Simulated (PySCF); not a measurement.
# From one method to the next for RuF3

Aim: see what other levels and later steps give for RuF3.

Program: PySCF 2.14.0. Level of theory: method and basis as typed in the scripts. These are calculated values, not measurements.

4 further runs of the same task are left out: 1 for a known fault of the program, 3 that didn't finish. Runs told in other sessions of the task aren't counted.

## 1. Where the work starts

RuF3: 4 atoms, charge 0, spin multiplicity 2.

Bond lengths: Ru1–F2 1.885 Å, Ru1–F3 1.885 Å, Ru1–F4 1.885 Å. Angles: F2–Ru1–F3 120.0°, F2–Ru1–F4 120.0°, F3–Ru1–F4 120.0°.

## 2. The base run

input.py

```python
from pyscf import gto, dft

mol = gto.M(
    atom='Ru 0 0 0; F 1.8851 0 0; F -0.9426 1.6325 0; F -0.9426 -1.6325 0',
    basis='crenbl',
    ecp={'Ru': 'crenbl', 'F': 'crenbl'},
    charge=0,
    spin=1,
    symmetry=True,
    verbose=4,
)
mf = dft.UKS(mol, xc='b3pw91')
mf.kernel()
mf.dip_moment()
print('orbital energies (hartree):', [e[max(0, n-3):n+3].round(4) for e, n in zip(mf.mo_energy, mol.nelec)])
```

Run with:

```sh
OMP_NUM_THREADS=1 python input.py
```

## 3. ROKS

Run 1 changes SCF type: UKS → ROKS.

input.py

```python
from pyscf import gto, dft

mol = gto.M(
    atom='Ru 0 0 0; F 1.8851 0 0; F -0.9426 1.6325 0; F -0.9426 -1.6325 0',
    basis='crenbl',
    ecp={'Ru': 'crenbl', 'F': 'crenbl'},
    charge=0,
    spin=1,
    symmetry=True,
    verbose=4,
)
mf = dft.ROKS(mol, xc='b3pw91')
mf.kernel()
mf.dip_moment()
print('orbital energies (hartree):', mf.mo_energy[..., max(0, mol.nelec[1]-3):mol.nelec[0]+3].round(4))
```

## 4. 0.5*hf+0.5*b88,lyp

Run 2 changes functional: b3pw91 → 0.5*hf+0.5*b88,lyp.

input.py: that of step 2 with these lines changed.

```diff
@@ -11,3 +11,3 @@
 )
-mf = dft.UKS(mol, xc='b3pw91')
+mf = dft.UKS(mol, xc='0.5*hf+0.5*b88,lyp')
 mf.kernel()
```

## 5. Bhandhlyp

Run 3 changes functional: b3pw91 → bhandhlyp.

input.py: that of step 2 with these lines changed.

```diff
@@ -11,3 +11,3 @@
 )
-mf = dft.UKS(mol, xc='b3pw91')
+mf = dft.UKS(mol, xc='bhandhlyp')
 mf.kernel()
```

## 6. Camb3lyp

Run 4 changes functional: b3pw91 → camb3lyp.

input.py: that of step 2 with these lines changed.

```diff
@@ -11,3 +11,3 @@
 )
-mf = dft.UKS(mol, xc='b3pw91')
+mf = dft.UKS(mol, xc='camb3lyp')
 mf.kernel()
```

## 7. Lda,vwn

Run 5 changes functional: b3pw91 → lda,vwn.

input.py: that of step 2 with these lines changed.

```diff
@@ -11,3 +11,3 @@
 )
-mf = dft.UKS(mol, xc='b3pw91')
+mf = dft.UKS(mol, xc='lda,vwn')
 mf.kernel()
```

## 8. Revtpss

Run 6 changes functional: b3pw91 → revtpss.

input.py: that of step 2 with these lines changed.

```diff
@@ -11,3 +11,3 @@
 )
-mf = dft.UKS(mol, xc='b3pw91')
+mf = dft.UKS(mol, xc='revtpss')
 mf.kernel()
```

**Question.** What will these runs give? Wanted: for each run, E(SCF); from base; gap, α spin; SCF dipole.

The runs gave:

```
               run  E(SCF) (hartree)  from base (eV)  cycles  gap, α spin (eV)  SCF dipole (D)
              base       -167.188822               0      12              3.16            0.00
              ROKS       -167.188419         +0.0110      11               n/a            0.00
0.5*hf+0.5*b88,lyp       -166.801102  not comparable      12              6.89            0.00
         bhandhlyp       -166.801102  not comparable      12              6.89            0.00
          camb3lyp       -166.971825  not comparable      12              6.53            0.00
           lda,vwn       -166.593344  not comparable      13              0.72            0.00
           revtpss       -166.874699  not comparable      12              0.96            0.00
```

**Reading.** The α-spin gap between the frontier levels is 0.7 eV with lda,vwn (0 % exact exchange) and 6.9 eV with bhandhlyp (50 %): exact exchange opens it. A lower total energy from another functional means nothing by itself.
